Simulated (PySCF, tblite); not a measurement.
# C₇H₇GeN: geometry, infrared bands and NMR shifts

Wanted: the infrared bands and NMR shifts of C₇H₇GeN (`C=C(C#N)[C]1=CC=[CH][GeH2]1`), by calculation.

Computed with tblite 0.8.0 and PySCF 2.14.0, with density-fitted response routines of our own, on a single molecule in the gas phase. Atoms are numbered from 0 throughout.

## Step 1: Starting geometry

16 atoms, charge 0, multiplicity 1; geometry from: force field or distance geometry start.

Bonds of the start (Å): C0–C1 1.34, C1–C2 1.43, C2–N3 1.17, C1–C4 1.46, C4–C5 1.32, C5–C6 1.40, C6–C7 1.31, C7–Ge8 1.93, Ge8–C4 1.94, C0–H9 1.07, C0–H10 1.08, C5–H11 1.12, C6–H12 1.12, C7–H13 1.06, Ge8–H14 1.51, Ge8–H15 1.54.

## Step 2: Optimising the geometry with GFN2-xTB

Job settings and geometry (Å):

```
{"job": {"kind": "relax", "xc": "GFN2-xTB", "basis": "xTB"}, "charge": 0, "multiplicity": 1}
C      2.184300    -0.775800     0.772500
C      1.621600     0.113500    -0.057500
C      2.450800     0.994500    -0.824700
N      3.112400     1.731600    -1.454900
C      0.165500     0.129000    -0.110800
C     -0.602900     0.906600    -0.853600
C     -1.993200     0.776900    -0.781800
C     -2.511700    -0.121200     0.026200
Ge    -1.034800    -1.020900     0.885300
H      3.255700    -0.786900     0.827100
H      1.605000    -1.461900     1.376900
H     -0.103700     1.658900    -1.518400
H     -2.696800     1.415800    -1.374800
H     -3.536400    -0.349200     0.186200
H     -0.922300    -2.471500     0.488800
H     -1.001000    -0.730300     2.402200
```

On the command line:

```console
$ OMP_NUM_THREADS=1 python probes_run.py task.json out
```

This one command runs all jobs of the session in turn.

**Question.** This job is followed by: GFN2-xTB harmonic vibrations, gas phase; GIAO PBE0/pcSseg-1 NMR shielding, non-relativistic, gas phase. Predict these results of the whole session: strongest single infrared mode (GFN2-xTB); zero-point energy (GFN2-xTB); ¹³C shifts against TMS (PBE0/pcSseg-1); ¹H shifts against TMS (PBE0/pcSseg-1, means over atoms taken as alike); ¹⁵N shifts against NH3 (PBE0/pcSseg-1); ⁷³Ge shifts against GeMe4 (PBE0/pcSseg-1); surface potential, 1st and 99th percentile.

**Answer**, as computed:

| quantity | value |
| --- | --- |
| strongest single infrared mode (GFN2-xTB) | 2023 cm⁻¹, 470 km/mol |
| zero-point energy (GFN2-xTB) | 67.7 kcal/mol |
| ¹³C shifts against TMS (PBE0/pcSseg-1) | 155.3, 153.1, 149.9, 138.2, 137.6, 129.4, 121.3 ppm |
| ¹H shifts against TMS (PBE0/pcSseg-1, means over atoms taken as alike) | 7.44, 7.33, 6.53, 6.15, 6.12, 4.76 ppm |
| ¹⁵N shifts against NH3 (PBE0/pcSseg-1) | 318.3 ppm |
| ⁷³Ge shifts against GeMe4 (PBE0/pcSseg-1) | -166 ppm |
| surface potential, 1st and 99th percentile | -1.70 V and 1.41 V |

The optimisation took 40 steps and gained 0.410 eV; among the close pairs (by a distance rule), C5–C6 changed most, from 1.398 to 1.451 Å. All 42 modes are real, so the xTB geometry is a minimum. The strongest single mode, at 2023 cm⁻¹, moves mainly H15 and H14. Unscaled tight-binding wavenumbers are off by several per cent, some by more. Its intensities can rank the bands wrongly. At PBE0/pcSseg-1: The largest span, 437 ppm, is at N3, where the paramagnetic term is -392 ppm. By nearest atom (PBE0/pcSseg-1), the HOMO sits on C4, C7 about 21 % each; C0, C5 about 16 % each and the LUMO on C0, C5, C7 about 16 % each; C4 12 %. Spin-orbit coupling is left out, which matters for shieldings and couplings at and beside the heavy atoms.
